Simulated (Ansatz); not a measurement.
# Ge3Sb2: a trial structure relaxed, part 3 of 3

Aim: relax a trial structure of Ge3Sb2 and see where it ends.

Ansatz 0.2.0; DFT PBE, scalar-relativistic, plane waves, PAW.

## (4) Final relaxation

The end of the coarse run is the new start.

Input file input.yaml:

```yaml
crystal:
  lattice:
    - [4.9564442184, -3.374e-07, 0.0]
    - [-2.478221817, 4.2924067743, 0.0]
    - [0.0, 0.0, 30.79249384]
  atoms:
    - { symbol: Ge, position: [0.0, 0.0, 0.2922790225] }
    - { symbol: Ge, position: [0.3333333333, 0.6666666667, 0.3271109735] }
    - { symbol: Ge, position: [0.6666666667, 0.3333333333, 0.2574470715] }
    - { symbol: Sb, position: [0.6666666667, 0.3333333333, 0.3459878869] }
    - { symbol: Sb, position: [0.3333333333, 0.6666666667, 0.2385701581] }
  periodic: [true, true, false]
basis:
  ecutwfc: 420
kpoints:
  mp_grid: { grid: [12, 12, 1] }
hamiltonian:
  xc: pbe
scf:
  occupations: { method: gaussian, width: 0.1 }
output:
  forces: true
  stress: true
  eigenvalues: true
  write_density: true
  write_potential: true
  elf: true
  volumetric_format: npy
relax:
  adjacent_minimum: "off"
  f_tol: 0.01
  max_steps: 80
  cell: { stress_2d_tol: 0.02 }
```

Launch:

```bash
> ansatz run input.yaml --threads 1 --pin off --max-ram 2048MiB --backend cpu --events-out ev --progress --plain --runs-dir out
```

What it wrote:

```text
Warning: RAYON_NUM_THREADS=1 ignored (pool sized by the plan → 1); use --threads N
Engine: ansatz 0.2.0, aarch64-unknown-linux-gnu
Pseudopotentials: kind: paw
Pseudopotential: Ge, paw, valence charge 14, recommended cutoff 420 eV (normal), Ge.paw.azcp
Pseudopotential: Sb, paw, valence charge 15, recommended cutoff 420 eV (normal), Sb.paw.azcp
Functional definition: PBE
  parameter kappa = 0.804
  parameter beta = 0.06672455060314922
  exchange = pbe_x(kappa = kappa, mu = beta*pi^2/3)
  correlation = pbe_c(beta = beta)
Crystal: 5 atoms, lattice volume = 655.113 Å³
Basis set: ecut = 420 eV, 12793 PW (Γ), exchange–correlation on 72×72×432 points (8 copies of the dense FFT grid, shifted against one another)
Bands: 44, of which v1, the nominal top of the filled ones, is band 36 counted from 1 (35 counted from 0)
Symmetry: 12 space group operations
Space group: P-3m1 (ITA 164), of the structure as read, at distance tolerance 8.7e-5 Å
k-points: 19 of 144
Non-local potential: Ge, projectors of the file, l = 0: 2, l = 1: 2, l = 2: 3, l = 3: 1
Non-local potential: Sb, projectors of the file, l = 0: 2, l = 1: 2, l = 2: 2, l = 3: 2
PAW form: soft (Blöchl's): semilocal exchange-correlation on the pseudo side does not see the compensation charge
PAW one-centre angular grid: Ge, 590 points (default); XC on 64 Gauss nodes
PAW one-centre angular grid: Sb, 590 points (default); XC on 64 Gauss nodes
Initial density: superposition of atomic densities (neutral atoms: chi_scale 0, normalization atom), corrected by the library's trained network
Initial wavefunctions: pseudopotential atomic-orbital guess
Functional: x = pbe(κ = 0.804, μ = 0.2195149727645171), c = pbe(β = 0.06672455060314922)
SCF iter   1: F=—  HF=-25852.383479 eV  |F-HF|=—  |Δ(HF+E_count)|=         —  Δρ=1.16e-3  dr2=1.64e-2  ethr=1.77e-3  ⟨swp⟩=10.6  Hψ=3963  notcnv=0
preconditioner: auto → LDOS  [insulator: Δε(μ)=0.154 eV  Ē_g=7.763 eV  σ=0.100 eV  W_gap=0.70  n_scr=84 (ndim 8)  ℏωp=6.8 eV  f_vac=0.771  D(μ)=1.36/eV (n_scr^D=4)  ε∞_Penn≈1.8  β→1.0]
SCF iter   2: F=—  HF=-25852.379162 eV  |F-HF|=—  |Δ(HF+E_count)|=   4.32e-3  Δρ=8.50e-4  dr2=7.44e-3  ethr=2.28e-5  ⟨swp⟩=4.1  Hψ=2247  notcnv=0  defer=42
SCF iter   3: F=—  HF=-25852.376289 eV  |F-HF|=—  |Δ(HF+E_count)|=   2.87e-3  Δρ=1.12e-4  dr2=2.13e-4  ethr=1.03e-5  ⟨swp⟩=2.7  Hψ=1548  notcnv=0  defer=42
SCF iter   4: F=—  HF=-25852.376305 eV  |F-HF|=—  |Δ(HF+E_count)|=   1.59e-5  Δρ=5.58e-5  dr2=5.84e-5  ethr=2.95e-7  ⟨swp⟩=3.7  Hψ=1952  notcnv=0  defer=42
SCF iter   5: F=—  HF=-25852.376307 eV  |F-HF|=—  |Δ(HF+E_count)|=   2.19e-6  Δρ=1.25e-5  dr2=6.66e-7  ethr=8.11e-8  ⟨swp⟩=2.7  Hψ=1515  notcnv=0  defer=41
SCF iter   6: F=—  HF=-25852.376308 eV  |F-HF|=—  |Δ(HF+E_count)|=   1.36e-6  Δρ=3.47e-6  dr2=1.12e-7  ethr=1.39e-10  ⟨swp⟩=27.2  Hψ=9414  notcnv=0
iter 7 did not close the SCF: its close was put off until two iterations running show no level that it waits for move by more than its bar (scf_convergence_deferred on its scf_iter line)
SCF iter   7: F=-25852.376308 eV  HF=-25852.376308 eV  |F-HF|=2.44e-8  |Δ(HF+E_count)|=   1.22e-7  Δρ=7.89e-7  dr2=2.62e-9  ethr=1.39e-10  ⟨swp⟩=14.2  Hψ=6820  notcnv=0
SCF iter   8: F=-25852.376308 eV  HF=-25852.376308 eV  |F-HF|=6.34e-9  |Δ(HF+E_count)|=   2.03e-8  Δρ=2.54e-7  dr2=2.15e-10  ethr=3.64e-12  ⟨swp⟩=9.9  Hψ=5672  notcnv=0
SCF 1 converged in 8 iterations: F = -25852.376308 eV  dr2 = 2.15e-10
relax step   1: F+E_penalty+E_count = -25852.37630850 eV  Δ(F+E_penalty+E_count) = +0.000e0 eV  max|allowed force component| = 1.145e-1 eV/Å  Δτ_max = 0.0000 Å  P = -0.143 N/m  Ω = 655.113 Å³  fix = [c, alpha, beta]  reactions: c -0.000 N/m  (8 SCF iters, dr2 threshold 1.00e-7 eV, accepted)
Crystal: 5 atoms, lattice volume = 652.170 Å³
Basis set: ecut = 420 eV, 12745 PW (Γ), exchange–correlation on 72×72×432 points (8 copies of the dense FFT grid, shifted against one another)
Initial density: handed on by an earlier stage of this run
Initial wavefunctions: those handed on with the density
iter 1 solved again at ethr=1.38e-6 eV; its pass at ethr=3.10e-3 eV (dr2=9.96e-4 eV) is discarded
SCF iter   1: F=—  HF=-25852.377748 eV  |F-HF|=—  |Δ(HF+E_count)|=         —  Δρ=4.49e-4  dr2=1.17e-3  ethr=1.38e-6  ⟨swp⟩=3.6  Hψ=4383  notcnv=0
preconditioner: auto → LDOS  [insulator: Δε(μ)=0.198 eV  Ē_g=7.727 eV  σ=0.100 eV  W_gap=0.82  n_scr=84 (ndim 8)  ℏωp=6.8 eV  f_vac=0.770  D(μ)=0.89/eV (n_scr^D=4)  ε∞_Penn≈1.8  β→1.0]
SCF iter   2: F=—  HF=-25852.377754 eV  |F-HF|=—  |Δ(HF+E_count)|=   6.51e-6  Δρ=1.88e-4  dr2=9.62e-4  ethr=1.38e-6  ⟨swp⟩=2.9  Hψ=1661  notcnv=0
SCF iter   3: F=—  HF=-25852.377567 eV  |F-HF|=—  |Δ(HF+E_count)|=   1.87e-4  Δρ=8.04e-5  dr2=1.77e-4  ethr=1.34e-6  ⟨swp⟩=2.9  Hψ=1666  notcnv=0
SCF iter   4: F=—  HF=-25852.377545 eV  |F-HF|=—  |Δ(HF+E_count)|=   2.18e-5  Δρ=1.41e-5  dr2=2.82e-6  ethr=2.46e-7  ⟨swp⟩=3.0  Hψ=1590  notcnv=0
SCF iter   5: F=-25852.377545 eV  HF=-25852.377545 eV  |F-HF|=5.37e-8  |Δ(HF+E_count)|=   5.28e-7  Δρ=3.56e-6  dr2=9.74e-8  ethr=6.94e-10  ⟨swp⟩=21.2  Hψ=9197  notcnv=0
SCF 2 converged in 5 iterations: F = -25852.377545 eV  dr2 = 9.74e-8
relax step   2: F+E_penalty+E_count = -25852.37754459 eV  Δ(F+E_penalty+E_count) = -1.236e-3 eV  max|allowed force component| = 9.989e-2 eV/Å  Δτ_max = 0.0314 Å  P = -0.101 N/m  Ω = 652.170 Å³  energy of the carried Pulay correction = +1.099e-4 eV  fix = [c, alpha, beta]  reactions: c -0.000 N/m  (5 SCF iters, dr2 threshold 5.00e-7 eV, accepted)
Crystal: 5 atoms, lattice volume = 652.261 Å³
iter 1 solved again at ethr=2.14e-7 eV; its pass at ethr=3.10e-3 eV (dr2=1.54e-4 eV) is discarded
SCF iter   1: F=—  HF=-25852.379004 eV  |F-HF|=—  |Δ(HF+E_count)|=         —  Δρ=1.87e-4  dr2=1.59e-4  ethr=2.14e-7  ⟨swp⟩=4.0  Hψ=3817  notcnv=0
preconditioner: auto → LDOS  [insulator: Δε(μ)=0.193 eV  Ē_g=7.747 eV  σ=0.100 eV  W_gap=0.80  n_scr=84 (ndim 8)  ℏωp=6.8 eV  f_vac=0.771  D(μ)=1.01/eV (n_scr^D=4)  ε∞_Penn≈1.8  β→1.0]
SCF iter   2: F=—  HF=-25852.378996 eV  |F-HF|=—  |Δ(HF+E_count)|=   8.21e-6  Δρ=5.62e-5  dr2=5.38e-5  ethr=2.14e-7  ⟨swp⟩=2.6  Hψ=1580  notcnv=0
SCF iter   3: F=—  HF=-25852.378986 eV  |F-HF|=—  |Δ(HF+E_count)|=   9.94e-6  Δρ=2.64e-5  dr2=1.57e-5  ethr=7.48e-8  ⟨swp⟩=3.0  Hψ=1715  notcnv=0
SCF iter   4: F=-25852.378983 eV  HF=-25852.378983 eV  |F-HF|=3.22e-7  |Δ(HF+E_count)|=   3.42e-6  Δρ=5.79e-6  dr2=4.46e-7  ethr=6.94e-10  ⟨swp⟩=18.4  Hψ=9534  notcnv=0
SCF 3 converged in 4 iterations: F = -25852.378983 eV  dr2 = 4.46e-7
relax step   3: F+E_penalty+E_count = -25852.37898251 eV  Δ(F+E_penalty+E_count) = -1.438e-3 eV  max|allowed force component| = 5.691e-3 eV/Å  Δτ_max = 0.0138 Å  P = -0.033 N/m  Ω = 652.261 Å³  energy of the carried Pulay correction = +1.065e-4 eV  fix = [c, alpha, beta]  reactions: c -0.000 N/m  (4 SCF iters, dr2 threshold 5.00e-7 eV, accepted)
Crystal: 5 atoms, lattice volume = 651.908 Å³
iter 1 solved again at ethr=3.82e-9 eV; its pass at ethr=3.10e-3 eV (dr2=2.75e-6 eV) is discarded
SCF iter   1: F=—  HF=-25852.379012 eV  |F-HF|=—  |Δ(HF+E_count)|=         —  Δρ=1.31e-5  dr2=2.64e-6  ethr=3.82e-9  ⟨swp⟩=4.1  Hψ=4531  notcnv=0
preconditioner: auto → LDOS  [insulator: Δε(μ)=0.192 eV  Ē_g=7.750 eV  σ=0.100 eV  W_gap=0.80  n_scr=84 (ndim 8)  ℏωp=6.8 eV  f_vac=0.771  D(μ)=1.01/eV (n_scr^D=4)  ε∞_Penn≈1.8  β→1.0]
SCF iter   2: F=—  HF=-25852.379016 eV  |F-HF|=—  |Δ(HF+E_count)|=   3.41e-6  Δρ=1.05e-5  dr2=3.62e-6  ethr=3.67e-9  ⟨swp⟩=2.8  Hψ=1596  notcnv=0
SCF iter   3: F=—  HF=-25852.379015 eV  |F-HF|=—  |Δ(HF+E_count)|=   6.96e-7  Δρ=3.67e-6  dr2=2.44e-7  ethr=3.67e-9  ⟨swp⟩=2.9  Hψ=1641  notcnv=0
SCF iter   4: F=—  HF=-25852.379015 eV  |F-HF|=—  |Δ(HF+E_count)|=   4.31e-8  Δρ=5.22e-7  dr2=1.87e-9  ethr=3.38e-10  ⟨swp⟩=3.0  Hψ=1673  notcnv=0
SCF iter   5: F=-25852.379015 eV  HF=-25852.379015 eV  |F-HF|=9.39e-10  |Δ(HF+E_count)|=   1.14e-9  Δρ=8.51e-8  dr2=6.34e-11  ethr=2.17e-12  ⟨swp⟩=14.4  Hψ=6884  notcnv=0
SCF 4 converged in 5 iterations: F = -25852.379015 eV  dr2 = 6.34e-11
relax step   4: F+E_penalty+E_count = -25852.37901485 eV  Δ(F+E_penalty+E_count) = -3.235e-5 eV  max|allowed force component| = 6.784e-4 eV/Å  Δτ_max = 0.0007 Å  P = -0.008 N/m  Ω = 651.908 Å³  energy of the carried Pulay correction = +1.197e-4 eV  fix = [c, alpha, beta]  reactions: c -0.000 N/m  (5 SCF iters, dr2 threshold 1.56e-9 eV, accepted)
Initial wavefunctions: pseudopotential atomic-orbital guess (no wavefunctions were taken with the density)
iter 1 solved again at ethr=5.87e-7 eV; its pass at ethr=3.10e-3 eV (dr2=4.22e-4 eV) is discarded
SCF iter   1: F=—  HF=-25852.378882 eV  |F-HF|=—  |Δ(HF+E_count)|=         —  Δρ=1.91e-6  dr2=9.58e-9  ethr=5.87e-7  ⟨swp⟩=5.1  Hψ=6859  notcnv=0
eigensolver tolerance schedule: the retry pair's looser diagonalisation over-reported the residual by 44115.33 of it (diagonalisation noise at an unbounded share of the residual, at the tolerance the schedule requests for it); recorded, not acted on — ethr = c·dr2/N_el stays at c = 1.0e-1
SCF iter   2: F=—  HF=-25852.378899 eV  |F-HF|=—  |Δ(HF+E_count)|=   1.70e-5  Δρ=1.13e-6  dr2=1.67e-8  ethr=1.33e-11  ⟨swp⟩=6.3  Hψ=3329  notcnv=0
SCF iter   3: F=—  HF=-25852.378899 eV  |F-HF|=—  |Δ(HF+E_count)|=   6.62e-9  Δρ=3.22e-7  dr2=1.09e-9  ethr=1.33e-11  ⟨swp⟩=2.4  Hψ=1552  notcnv=0
SCF iter   4: F=—  HF=-25852.378899 eV  |F-HF|=—  |Δ(HF+E_count)|=  6.73e-10  Δρ=1.68e-7  dr2=5.78e-10  ethr=1.51e-12  ⟨swp⟩=3.0  Hψ=1795  notcnv=0
SCF iter   5: F=—  HF=-25852.378899 eV  |F-HF|=—  |Δ(HF+E_count)|=  4.98e-10  Δρ=5.62e-8  dr2=3.80e-11  ethr=1.00e-12  ⟨swp⟩=3.6  Hψ=1689  notcnv=0
SCF iter   6: F=—  HF=-25852.378899 eV  |F-HF|=—  |Δ(HF+E_count)|=  1.82e-11  Δρ=1.78e-8  dr2=5.60e-12  ethr=1.00e-12  ⟨swp⟩=1.1  Hψ=837  notcnv=0
SCF iter   7: F=-25852.378899 eV  HF=-25852.378899 eV  |F-HF|=1.38e-10  |Δ(HF+E_count)|=  9.46e-11  Δρ=5.89e-9  dr2=2.91e-13  ethr=1.00e-12  ⟨swp⟩=13.1  Hψ=4991  notcnv=0
SCF 5 converged in 7 iterations: F = -25852.378899 eV  dr2 = 2.91e-13
relax step   5: F+E_penalty+E_count = -25852.37889852 eV  Δ(F+E_penalty+E_count) = +1.163e-4 eV  max|allowed force component| = 6.913e-4 eV/Å  Δτ_max = 0.0000 Å  P = -0.008 N/m  Ω = 651.908 Å³  fix = [c, alpha, beta]  reactions: c -0.000 N/m  stress off target by 7.65e-3 N/m on what of the cell is left free  SCF on the basis re-selected at this cell (its energy is not comparable with the rows above)  (7 SCF iters)
basis re-selected at this cell: Δ(F+E_penalty+E_count) = +1.163e-4 eV, ΔP = +0.000 N/m vs the last step (what re-selecting the basis moved, of the pressure what is left beyond the Pulay correction that the steps carried, after the strain that the cell walked since its last selection, with what the two solves' SCF thresholds leave and, on support functions, any second-order correction that the steps lacked; it is no measure of the basis error at this ecutwfc). This SCF's stress stands 7.65e-3 N/m from its target on what of the cell is left free (relax.cell.stress_2d_tol is 2.00e-2 N/m) and its largest allowed force component is 6.91e-4 eV/Å (relax.f_tol is 1.00e-2 eV/Å): within both
SCF converged after 7 iterations
Free energy (F): -25852.378899 eV
Harris-Foulkes:  -25852.378899 eV  (|F-HF|=1.38e-10)
Internal energy: -25852.373854 eV  (E = F + TS)
E sigma→0 (E₀):  -25852.376376 eV
Entropy (-TS):   -0.005044 eV (-1.009 meV/atom)
Fermi energy:    -4.131397 eV
--- Per-component energies (eV) ---
  E_band       = -1727.980972
  E_kinetic    = 741.768730
  E_local      = -146208.837051  (includes V_loc(G=0)·N_el)
  E_nonlocal   = 1968.770893
  E_hartree    = 72029.597741
  E_xc         = -501.699758
  E_vxc        = -383.136507  (∫ρ·V_xc dr)
  E_paw        = -15198.351464  (= ΣΔE_a)
  E_vpaw       = -1905.743521  (= ΣTr[D̂ρ^β])
  E_aug_tail   = 0.000912  (compensation charges beyond the density's cutoff)
  E_ewald      = 61316.376144
  E_smearing   = -0.005044  (= −TS)
  E_closure    = -0.000000  (closes the sum)
  Σ components = -25852.378899   (vs F -25852.378899, Δ=0.00e0)
--- Forces (eV/Å), atoms counted from 1 ---
  atom   1  Ge    -0.00000000    -0.00000000     0.00000000
  atom   2  Ge     0.00000000    -0.00000000     0.00069127
  atom   3  Ge    -0.00000000     0.00000000    -0.00069127
  atom   4  Sb    -0.00000000     0.00000000     0.00016273
  atom   5  Sb     0.00000000    -0.00000000    -0.00016273
  max |Σ_I F_I| component: 1.85e-17 eV/Å
--- 2D stress c σ (N/m, compression-positive) ---
       -0.007654       0.000000      -0.000000
        0.000000      -0.007654       0.000000
       -0.000000       0.000000      -0.000000
  P = ½ c Tr σ = -0.0077 N/m
--- Band table (eV; the first three rows and the last of 19) ---
  k-point 0: bands = ["-33.0955", "-33.0955", "-33.0953", "-33.0953", "-33.0472", "-33.0472", "-33.0450", "-33.0450", "-33.0398", "-33.0398", "-28.9321", "-28.9321", "-28.9262", "-28.9262", "-28.9256", "-28.7312", "-28.7312", "-28.7311", "-28.7263", "-28.7263", "-28.7198", "-28.7163", "-28.7163", "-28.7106", "-28.7106", "-16.5364", "-13.9210", "-10.7227", "-10.6094", "-8.6876", "-7.1488", "-7.1488", "-6.4763", "-6.2847", "-6.2847", "-5.3194", "-5.3194", "-5.0282", "-2.9147", "-2.3105", "-2.3105", "-1.8893 (-1.8893°)", "-0.8878", "-0.0116"]
  k-point 1: bands = ["-33.0956", "-33.0955", "-33.0953", "-33.0953", "-33.0472", "-33.0472", "-33.0451", "-33.0450", "-33.0398", "-33.0397", "-28.9321", "-28.9319", "-28.9262", "-28.9261", "-28.9257", "-28.7312", "-28.7309", "-28.7306", "-28.7263", "-28.7263", "-28.7199", "-28.7167", "-28.7165", "-28.7107", "-28.7105", "-16.4822", "-13.8787", "-10.8313", "-10.7738", "-8.8947", "-7.4631", "-7.2291", "-6.7233", "-5.8824", "-5.5884", "-5.3992", "-5.1082", "-4.9836", "-3.2501", "-2.2769", "-2.1520", "-1.4384 (-1.4384°)", "-0.8453", "0.0458"]
  k-point 2: bands = ["-33.0956", "-33.0954", "-33.0954", "-33.0951", "-33.0473", "-33.0472", "-33.0452", "-33.0449", "-33.0397", "-33.0396", "-28.9323", "-28.9316", "-28.9263", "-28.9259", "-28.9258", "-28.7313", "-28.7302", "-28.7291", "-28.7261", "-28.7261", "-28.7201", "-28.7176", "-28.7170", "-28.7111", "-28.7105", "-16.3203", "-13.7574", "-11.3805", "-10.9341", "-9.3644", "-7.9190", "-7.3674", "-6.5690", "-5.6508", "-5.2500", "-5.0967", "-4.6341", "-4.4164", "-3.3380", "-2.4037", "-1.7581 (-1.7580°)", "-0.7331 (-0.7334°)", "-0.6266", "0.1285"]
  k-point 18: bands = ["-33.0957", "-33.0952", "-33.0952", "-33.0949", "-33.0479", "-33.0464", "-33.0464", "-33.0446", "-33.0392", "-33.0392", "-28.9314", "-28.9314", "-28.9272", "-28.9254", "-28.9254", "-28.7293", "-28.7292", "-28.7292", "-28.7253", "-28.7211", "-28.7194", "-28.7194", "-28.7167", "-28.7167", "-28.7108", "-14.3166", "-14.3166", "-12.9308", "-11.8802", "-11.8802", "-7.8280", "-6.5390", "-6.5390", "-6.1413", "-4.9658", "-4.9658", "-1.9499", "-1.9499", "-1.9307", "-1.6515", "-1.6515", "-1.2150", "0.5295", "1.0695"]
  ° read free of the cell's end (the report's vacuum.weakly_bound_levels)
--- Relaxed structure (4 steps of the walk, 4 accepted, 1 SCFs on fresh bases) ---
  F+E_penalty+E_count = -25852.37889852 eV   max|allowed force component| = 6.913e-4 eV/Å   (the final SCF, on the basis selected at the relaxed cell)
  cell:  # Å, volume = 651.9075 Å³
    - [4.944304990316573, -3.365753905715992e-7, -8.024199824161636e-84]
    - [-2.472152203675448, 4.28189389396002, 1.4953987348007685e-83]
    - [-4.985128174235054e-83, 7.849396550565342e-83, 30.79249384]
  atoms:
    - { symbol: Ge, position: [1.7756005179296832e-34, -1.9466284905589374e-35, 0.29227902249999993] }
    - { symbol: Ge, position: [0.33333333333333337, 0.6666666666666667, 0.3271629227804819] }
    - { symbol: Ge, position: [0.6666666666666667, 0.3333333333333333, 0.257395122219518] }
    - { symbol: Sb, position: [0.6666666666666667, 0.3333333333333333, 0.34655412363656035] }
    - { symbol: Sb, position: [0.33333333333333337, 0.6666666666666667, 0.23800392136343965] }
```

Run time: 2.8 min. Hardware: 1 thread of Arm Neoverse V2, shared host; peak memory 0.93 GiB.

Relaxation path:

| step | energy from step 1 (eV/cell) | largest force component (eV/Å) | area (Å²) |
| --- | --- | --- | --- |
| 1 | 0.0000 | 0.1145 | 21.275 |
| 2 | -0.0012 | 0.0999 | 21.180 |
| 3 | -0.0027 | 0.0057 | 21.182 |
| 4 | -0.0027 | 0.0007 | 21.171 |
| 5 | -0.0026 | 0.0007 | 21.171 |

Step 1 is the start. The plane-wave basis is chosen anew at step 5, where the geometry repeats and the energy can jump.

|  | before | after |
| --- | --- | --- |
| a (Å) | 4.956 | 4.944 |
| b (Å) | 4.956 | 4.944 |
| γ (°) | 120.0 | 120.0 |
| area (Å²/atom) | 4.26 | 4.23 |
| thickness between outermost nuclei (Å) | 3.31 | 3.34 |
| shortest distance (Å) | 2.726 | 2.745 |
| layer group | p-3m1 (No. 72) | p-3m1 (No. 72) |

Density in a lattice plane of the grid's cell (edges 4.94 and 30.79 Å, at 0.333 of the third edge), which holds Ge and Sb.

Ten even steps from '0' (-0.01 e/Å³) to '9' (26.37 e/Å³):
```
000000
000000
000000
000000
000000
000000
000000
000000
000000
000000
000000
000000
000070
000000
000090
000000
000000
000000
000000
000000
```
Columns run along the first of these edges and rows up along the second, over one cell in 6 and 20 even steps from the bottom left corner. Atoms in the plane (fractional): Ge at (0.67, 0.26), Sb at (0.67, 0.35).

ELF in the same plane.

Values, 12 rows by 6 columns:
```
0.00 0.00 0.00 0.00 0.00 0.00
0.00 0.00 0.00 0.00 0.00 0.00
0.00 0.00 0.00 0.00 0.00 0.00
0.00 0.00 0.00 0.00 0.00 0.00
0.00 0.00 0.00 0.00 0.00 0.00
0.00 0.00 0.00 0.00 0.00 0.00
0.04 0.00 0.05 0.42 0.62 0.42
0.35 0.35 0.36 0.33 0.03 0.33
0.35 0.35 0.36 0.42 0.03 0.42
0.04 0.13 0.04 0.01 0.00 0.01
0.00 0.00 0.00 0.00 0.00 0.00
0.00 0.00 0.00 0.00 0.00 0.00
```
Columns run along the first of these edges and rows up along the second, over one cell in 6 and 12 even steps from the bottom left corner. Atoms in the plane (fractional): Ge at (0.67, 0.26), Sb at (0.67, 0.35).

Both are smooth fields of the valence electrons: close to the nuclei they are not physical.

Maxima of ELF outside the ion cores: 0.82 beside Sb, off the lines to its neighbours, 1.5 Å from Sb; 0.68 on the Ge–Sb line, 1.3 Å from Ge; 0.60 beside Ge, off the lines to its neighbours, 1.3 Å from Ge.

## (5) Changed: occupations.method cold

Input file input.yaml:

```yaml
crystal:
  lattice:
    - [4.9443049903, -3.366e-07, 0.0]
    - [-2.4721522037, 4.281893894, 0.0]
    - [0.0, 0.0, 30.79249384]
  atoms:
    - { symbol: Ge, position: [0.0, 0.0, 0.2922790225] }
    - { symbol: Ge, position: [0.3333333333, 0.6666666667, 0.3271629228] }
    - { symbol: Ge, position: [0.6666666667, 0.3333333333, 0.2573951222] }
    - { symbol: Sb, position: [0.6666666667, 0.3333333333, 0.3465541236] }
    - { symbol: Sb, position: [0.3333333333, 0.6666666667, 0.2380039214] }
  periodic: [true, true, false]
basis:
  ecutwfc: 420
kpoints:
  mp_grid: { grid: [12, 12, 1] }
hamiltonian:
  xc: pbe
scf:
  occupations: { method: cold, width: 0.1 }
output:
  forces: true
  eigenvalues: true
  stress: true
```

Launch:

```bash
> ansatz run input.yaml --threads 1 --pin off --max-ram 2048MiB --backend cpu --events-out ev --progress --plain --runs-dir out
```

What it wrote, shortened:

```text
Warning: RAYON_NUM_THREADS=1 ignored (pool sized by the plan → 1); use --threads N
[...]
Pseudopotentials: kind: paw
Pseudopotential: Ge, paw, valence charge 14, recommended cutoff 420 eV (normal), Ge.paw.azcp
Pseudopotential: Sb, paw, valence charge 15, recommended cutoff 420 eV (normal), Sb.paw.azcp
Functional definition: PBE
[...]
Crystal: 5 atoms, lattice volume = 651.908 Å³
[...]
  atom   3  Ge     0.00000000    -0.00000000    -0.01710581
  atom   4  Sb     0.00000000    -0.00000000     0.00745624
  atom   5  Sb    -0.00000000     0.00000000    -0.00745624
[...]
--- 2D stress c σ (N/m, compression-positive) ---
       -0.056284      -0.000000       0.000000
       -0.000000      -0.056284       0.000000
        0.000000       0.000000       0.000000
  P = ½ c Tr σ = -0.0563 N/m
--- Band table (eV; the first three rows and the last of 19) ---
[...]
  ° read free of the cell's end (the report's vacuum.weakly_bound_levels)
```

Wall time 25 s (1 thread of Arm Neoverse V2, shared host); peak memory 0.91 GiB.

| run | ending | energy change | gap (eV) | force (eV/Å) | cycles | time |
| --- | --- | --- | --- | --- | --- | --- |
| step 4 | converged | 0 | 0.00 | 0.00 | - | 2.8 min |
| variant | converged | 0.0 meV/atom (σ→0) | 0.00 | 0.02 | 6 | 25 s |

Changing the smearing leaves the energy as it was (0.0 meV/atom).

## (6) Outcome

What follows sums up all 3 parts. Changes of volume or cell count from the first structure of part 1.

```
                              quantity                                 value
symmetry at the end (tolerance 0.05 Å)            layer group p-3m1 (No. 72)
                          relaxed cell  a = 4.944 Å, b = 4.944 Å, γ = 120.0°
                                  area                          4.23 Å²/atom
    thickness between outermost nuclei                                3.34 Å
              energy over the elements                         +0.31 eV/atom
                       gap on the mesh                          none (metal)
```

In words: The layer group p-3m1 (No. 72) is kept, and the area per atom grows by 57.2 % from the first guess. The formation energy is positive, so the separate elements lie lower. No finished test with a distortion of lower symmetry is shown, so the end may be a saddle point. Spin-orbit coupling is left out for Sb.
